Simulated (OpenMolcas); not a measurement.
# B, step by step

Wanted: a series of 9 runs (ROHF/def2-SVP, CASSCF(3,4)/def2-SVP, CASPT2(3,4)/def2-SVP, CASPT2[IPEA 0](3,4)/def2-SVP, SC-NEVPT2(3,4)/def2-SVP, PC-NEVPT2(3,4)/def2-SVP, MC-PDFT[tPBE](3,4)/def2-SVP, MC-PDFT[ftPBE](3,4)/def2-SVP, and more) of B. 

The results are computed with OpenMolcas 26.06.

106 further runs of the same task are left out: 106 set aside as unsound or not needed.

## (1) The energy at ROHF/def2-SVP (run 1)

step1.inp

```
&GATEWAY
  BASLIB=$CurrDir
  BASISSET
  B.def2-SVP....
  B1 0.000000 0.000000 0.000000 angstrom
  End of Basis

&SEWARD

&SCF
  UHF
  SPIN=2
  PRORBITALS=1 1

&RASSCF
  FILEORB=$Project.UnaOrb
  SPIN=2
  NACTEL=1 0 0
  INACTIVE=2
  RAS2=1
  OUTORBITALS=Canonical
  ORBLISTING=NoCore
```

The basis set def2-SVP is read from a file made from the Basis Set Exchange's data (not shown).

On the command line:

```console
$ export MOLCAS_MEM=1860
$ pymolcas step1.inp > step1.log
```

Output:

```text
--- Start Module: gateway ---
[...]
--- Stop Module: gateway /rc=_RC_ALL_IS_WELL_ ---
[...]
      Basis functions           14
[...]
--- Start Module: scf ---
[...]
       Convergence after   8 Iterations
[...]
::    Total SCF energy                                -24.5005548242
[...]
      Total spin, S                                     0.5028143485
[...]
--- Stop Module: scf /rc=_RC_ALL_IS_WELL_ ---
[...]
--- Start Module: rasscf ---
[...]
      Number of active orbitals                  1
[...]
      Spin quantum number                      0.5
[...]
      Active orbitals                            1
[...]
      Number of CSFs                             1
[...]
      Number of root(s) required                 1
[...]
      Convergence after  7 iterations
[...]
      printout of CI-coefficients larger than  0.05 for root  1
      energy=     -24.497578
      conf/sym  1     Coeff  Weight
             1  u   1.00000 1.00000
      Natural orbitals and occupation numbers for root  1
      sym 1:   1.000000
      ************************************************************************************************************************
      *                                                    Final results                                                     *
[...]
::    RASSCF root number  1 Total energy:    -24.49757764
[...]
      Total electronic charge=    5.000000
      Total            charge=    0.000000
[...]
      Dipole Moment (debye):
      Origin of the operator (angstrom)=    0.0000    0.0000    0.0000
                   X=  4.0722E-16               Y=  5.1574E-16               Z=  5.4175E-16           Total=  8.5165E-16
      Quadrupole Moment (debye*angstrom):
[...]
--- Stop Module: rasscf /rc=_RC_ALL_IS_WELL_ ---
[...]
```

Wall time 6 s (1 thread of AMD EPYC 7R43 (Zen 3), shared host); peak memory 0.36 GiB.

## (2) The B atom: the energy at CASSCF(3,4)/def2-SVP (run 2)

step2.input

```
&GATEWAY
 BasLib=$CurrDir
 BasisSet
 B.def2-SVP....
 B1 0.000000 0.000000 0.000000 angstrom
 End of Basis

&SEWARD

&RASSCF
 FileOrb=$CurrDir/step1.RasOrb
 Spin=2
 Nactel=3 0 0
 Inactive=1
 Ras2=4
 OrbListing=NoCore
```

The basis set def2-SVP is read from a file made from the Basis Set Exchange's data (not shown).

On the command line:

```console
$ export MOLCAS_MEM=1860
$ pymolcas step2.input > step2.log
```

Output:

```text
--- Start Module: gateway ---
[...]
--- Stop Module: gateway /rc=_RC_ALL_IS_WELL_ ---
--- Start Module: seward ---
[...]
      Basis functions           14
--- Stop Module: seward /rc=_RC_ALL_IS_WELL_ ---
[...]
--- Start Module: rasscf ---
[...]
      Number of active orbitals                  4
[...]
      Spin quantum number                      0.5
[...]
      Active orbitals                            4
[...]
      Number of CSFs                            20
[...]
      Number of root(s) required                 1
[...]
      Convergence after  9 iterations
[...]
      printout of CI-coefficients larger than  0.05 for root  1
      energy=     -24.531665
      conf/sym  1111     Coeff  Weight
             1  2u00  -0.97112 0.94308
            15  0u20  -0.16871 0.02846
            18  0u02  -0.16871 0.02846
      Natural orbitals and occupation numbers for root  1
      sym 1:   1.886151   1.000000   0.056925   0.056925
      ************************************************************************************************************************
      *                                                    Final results                                                     *
[...]
::    RASSCF root number  1 Total energy:    -24.53166521
[...]
      Total electronic charge=    5.000000
      Total            charge=   -0.000000
[...]
      Dipole Moment (debye):
      Origin of the operator (angstrom)=    0.0000    0.0000    0.0000
                   X=  2.1422E-14               Y=  9.7185E-15               Z= -9.3115E-15           Total=  2.5299E-14
      Quadrupole Moment (debye*angstrom):
[...]
--- Stop Module: rasscf /rc=_RC_ALL_IS_WELL_ ---
[...]
```

Wall time 4.8 s (1 thread of AMD EPYC 7R43 (Zen 3), shared host); peak memory 0.37 GiB.

Runs 3 to 8 aren't shown in full; the table further down has their settings and results.

## (3) The B atom: a single-point energy at MRCI(3,4)/def2-SVP (run 9)

step9.input

```
&GATEWAY
  BasLib = $CurrDir
  BasisSet
  B.def2-SVP....
  B1 0.000000 0.000000 0.000000 angstrom
  End of Basis

&SEWARD

&RASSCF
  FileOrb = $CurrDir/step2.RasOrb
  Spin = 2
  Nactel = 3 0 0
  Inactive = 1
  Ras2 = 4
  OrbListing = NoCore

&MOTRA
  LumOrb
  Frozen = 1

&GUGA
  Electrons = 3
  Spin = 2
  Inactive = 0
  Active = 4
  CIAll = 1

&MRCI
  SDCI
```

The basis set def2-SVP is read from a file made from the Basis Set Exchange's data (not shown).

Run the same way, it converges to -24.55873 Eh (log not shown).

## (4) All runs side by side

| run | level | active rule | inactive | energy (Eh) | dipole moment (D) of the reference | wall time |
| --- | --- | --- | --- | --- | --- | --- |
| 1 | ROHF/def2-SVP | – | – | -24.497578 | 0.00 | 6 s |
| 2 | CASSCF(3,4)/def2-SVP | full valence | 1 | -24.531665 | 0.00 | 4.8 s |
| 3 | CASPT2(3,4)/def2-SVP | full valence | 1 | -24.551362 | 0.00 | 4.8 s |
| 4 | CASPT2[IPEA 0](3,4)/def2-SVP | full valence | 1 | -24.554062 | 0.00 | 4.8 s |
| 5 | SC-NEVPT2(3,4)/def2-SVP | full valence | 1 | -24.551458 | 0.00 | 4.5 s |
| 6 | PC-NEVPT2(3,4)/def2-SVP | full valence | 1 | -24.551497 | 0.00 | 5.1 s |
| 7 | MC-PDFT[tPBE](3,4)/def2-SVP | full valence | 1 | -24.585077 | 0.00 | 4.8 s |
| 8 | MC-PDFT[ftPBE](3,4)/def2-SVP | full valence | 1 | -24.594698 | 0.00 | 5.1 s |
| 9 | MRCI(3,4)/def2-SVP | full valence | 1 | -24.558727 | 0.00 | 4.8 s |

## (5) What came out

| quantity | value |
| --- | --- |
| B atom, run 9: total energy | -24.55873 Eh |
| B atom, run 9: dipole moment (CASSCF density) | 0.00 D |

What this shows: Below the ROHF energy at the same shape and in the same basis (def2-SVP): CASSCF(3,4) -34.1 mEh; CASPT2(3,4) -53.8 mEh; CASPT2[IPEA 0](3,4) -56.5 mEh; SC-NEVPT2(3,4) -53.9 mEh; PC-NEVPT2(3,4) -53.9 mEh; MRCI(3,4) -61.1 mEh. Active-space methods hold only the correlation inside their space unless a perturbation or CI step follows. All runs together took 45 s, the longest 6 s.
